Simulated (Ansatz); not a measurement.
**singlet InHCl+: levels of theory compared**

Wanted: a comparison of 6 runs (HF/STO-3G, HF/3-21G, wB97M-V/def2-TZVPP, RPA@PBE/def2-TZVPP, RPA@PBE0/def2-TZVPP, CCSD(T)/def2-TZVPP) of singlet InHCl+. 

The calculation is run with Ansatz 0.2.0.

38 further runs of the same task are left out: 38 set aside as unsound or not needed.

### Step 1. The system as given

InHCl+: 3 atoms, total charge +1, spin state singlet. SMILES of the parent species: `[Cl][InH]`. Geometry: relaxed at PBE0-D4/def2-TZVP. That shape belongs to the parent species and isn't relaxed for this state.

Bond lengths: Cl1–In2 2.365 Å, In2–H3 1.773 Å. Angles: Cl1–In2–H3 115.3°.

### Step 2. The energy at HF/STO-3G (run 1)

Input file run.yaml:

```yaml
basis:
  gaussian:
    orbitals: STO-3G
crystal:
  periodic: [false, false, false]
  atoms:
    - {symbol: Cl, position_ang: [-1.649800, 0.396800, -0.867400]}
    - {symbol: In, position_ang: [0.409500, 0.542400, 0.286100]}
    - {symbol: H, position_ang: [1.229400, -1.003900, 0.568100]}
total_charge: 1
hamiltonian:
  xc: hf
accuracy: high
output: {orbitals: {seedname: orbitals}}
```

Run with:

```console
$ ansatz run run.yaml --threads 1 --pin off --max-ram 3480MiB --events-out events.jsonl --progress --plain --runs-dir runs
```

Log:

```text
Warning: RAYON_NUM_THREADS=1 ignored (pool sized by the plan → 1); use --threads N
Functional definition: HF
  name "HF"
  exchange = exact_x
  correlation = 0
662 factors; integrals over basis functions are off by at most 8.9e-9 eV
mean field evaluation 1: about -167017.4961 eV, gradient 1.6e1 eV
mean field evaluation 2: about -167017.5161 eV, gradient 1.6e1 eV
mean field evaluation 4: about -167020.1288 eV, gradient 1.1e0 eV
mean field evaluation 8: about -167020.1407 eV, gradient 1.9e-3 eV
mean field -167020.14068374 eV, -6137.8769598099 hartree, gradient 3.3e-8 eV, S^2 0.000000; 0 other end points of the search recorded, 0 dependent functions left out
reference -167020.14068374 eV, -6137.8769598099 hartree; 33, 33 occupied and 4, 4 virtual orbitals, 662 factors
Total energy: -167020.14068374 eV, -6137.8769598099 hartree
```

Wall time 0.48 s (1 thread of Arm Neoverse V2, shared host).

### Step 3. A single-point energy at HF/3-21G (run 2)

Input file run.yaml:

```yaml
basis:
  gaussian: {orbitals: 3-21G-spherical.json}
crystal:
  periodic: [false, false, false]
  atoms:
    - symbol: Cl
      position_ang: [-1.649800, 0.396800, -0.867400]
    - symbol: In
      position_ang: [0.409500, 0.542400, 0.286100]
    - symbol: H
      position_ang: [1.229400, -1.003900, 0.568100]
total_charge: 1
hamiltonian: {xc: hf}
accuracy: high
output: {orbitals: {seedname: orbitals}}
```

The basis set 3-21G is read from a file made from the Basis Set Exchange's data (not shown).

Run with:

```console
$ ansatz run run.yaml --threads 1 --pin off --max-ram 3480MiB --events-out events.jsonl --progress --plain --runs-dir runs
```

Log:

```text
Warning: RAYON_NUM_THREADS=1 ignored (pool sized by the plan → 1); use --threads N
[... 4 set-up lines as earlier in the session ...]
892 factors; integrals over basis functions are off by at most 4.2e-9 eV
mean field evaluation 1: about -167954.3292 eV, gradient 3.0e1 eV
mean field evaluation 2: about -167954.3600 eV, gradient 3.0e1 eV
mean field evaluation 4: about -167958.0895 eV, gradient 1.7e0 eV
mean field evaluation 8: about -167958.1230 eV, gradient 1.0e-3 eV
mean field evaluation 16: about -167946.0428 eV, gradient 1.8e1 eV
mean field -167958.12295342 eV, -6172.3471724333 hartree, gradient 5.8e-8 eV, S^2 0.000000; 0 other end points of the search recorded, 0 dependent functions left out
reference -167958.12295342 eV, -6172.3471724333 hartree; 33, 33 occupied and 13, 13 virtual orbitals, 892 factors
Total energy: -167958.12295342 eV, -6172.3471724333 hartree
```

Wall time 0.74 s (1 thread of Arm Neoverse V2, shared host); peak memory 0.11 GiB.

Runs 3 to 5 aren't shown in full; the table further down has their settings and results.

### Step 4. A single-point energy at CCSD(T)/def2-TZVPP (core potential) (run 6)

Input file molecule.yaml:

```yaml
crystal:
  periodic: [false, false, false]
  atoms:
    - {symbol: Cl, position_ang: [-1.649800, 0.396800, -0.867400]}
    - {symbol: In, position_ang: [0.409500, 0.542400, 0.286100]}
    - {symbol: H, position_ang: [1.229400, -1.003900, 0.568100]}
basis:
  gaussian:
    orbitals: def2-TZVPP
total_charge: 1
correlation:
  method: ccsd_t
  frozen_orbitals: {Cl: 5, H: 0, In: 4}
accuracy: high
scf:
  omitted_lower_state_checks: [cluster_reference, increment]
```

Run with:

```console
$ ansatz run molecule.yaml --threads 1 --pin off --max-ram 3480MiB --events-out events.jsonl --progress --plain --runs-dir runs
```

Log, shortened:

```text
Warning: RAYON_NUM_THREADS=1 ignored (pool sized by the plan → 1); use --threads N
[... 2 set-up lines as earlier in the session ...]
[...]
1766 factors; integrals over basis functions are off by at most 3.3e-9 eV
[...]
mean field -17661.20683778 eV, -649.0373800925 hartree, gradient 1.4e-8 eV, S^2 0.000000; 0 other end points of the search recorded, 0 dependent functions left out
9 core orbitals not correlated: weight in the atoms' cores, before any rotation towards them, 1.000 or more for the frozen orbitals, at most 0.000 for the correlated occupied ones
reference -17661.20683778 eV, -649.0373800925 hartree; 10, 10 occupied and 87, 87 virtual orbitals, 1766 factors
second order -12.04311540 eV of doubles, -0.00000000 eV of singles
cycle   1  -12.14427575 eV  change   -1.0e-1 eV  update   1.0e-1
[...]
cycle  26  -12.55778234 eV  change  -8.8e-10 eV  update  8.2e-10
perturbative correction -0.48384740 eV, -0.0177810642 hartree
Total energy: -17674.24846752 eV, -649.5166511456 hartree
Checks for a lower state left out: cluster_reference, increment
```

Wall time 15 s (1 thread of Arm Neoverse V2, shared host); peak memory 0.58 GiB.

### Step 5. The series

| run | level | core potential | frozen core orbitals | energy (Eh) | wall time |
| --- | --- | --- | --- | --- | --- |
| 1 | HF/STO-3G | none | – | -6137.876960 | 0.48 s |
| 2 | HF/3-21G | none | – | -6172.347172 | 0.74 s |
| 3 | wB97M-V/def2-TZVPP (core potential) | def2-TZVPP | – | -650.574664 | 50 s |
| 4 | RPA@PBE/def2-TZVPP (core potential) | def2-TZVPP | 9 | -649.690630 | 11 s |
| 5 | RPA@PBE0/def2-TZVPP (core potential) | def2-TZVPP | 9 | -649.640751 | 13 s |
| 6 | CCSD(T)/def2-TZVPP (core potential) | def2-TZVPP | 9 | -649.516651 | 15 s |

### Step 6. What came out

| quantity | value |
| --- | --- |
| run 6: total energy | -649.51665 Eh |
| run 6: correlation energy (9 core orbitals frozen) | -479.3 mEh |
| run 6: (T) correction | -17.78 mEh |
| run 6: T1 diagnostic | 0.022 |

In words: Over runs 1, 2, 3 the HOMO–LUMO gap runs from 8.02 eV (wB97M-V/def2-TZVPP) to 10.34 eV (HF/STO-3G). The two ends differ in method and basis and core potential. Some runs of one species differ in core potentials or relativity; totals across that change don't compare. In run 1 the basis is minimal, so the values are rough. In runs 1, 2 relativity is left out where basis or elements ask for it. All runs together took 90 s, the longest 50 s.
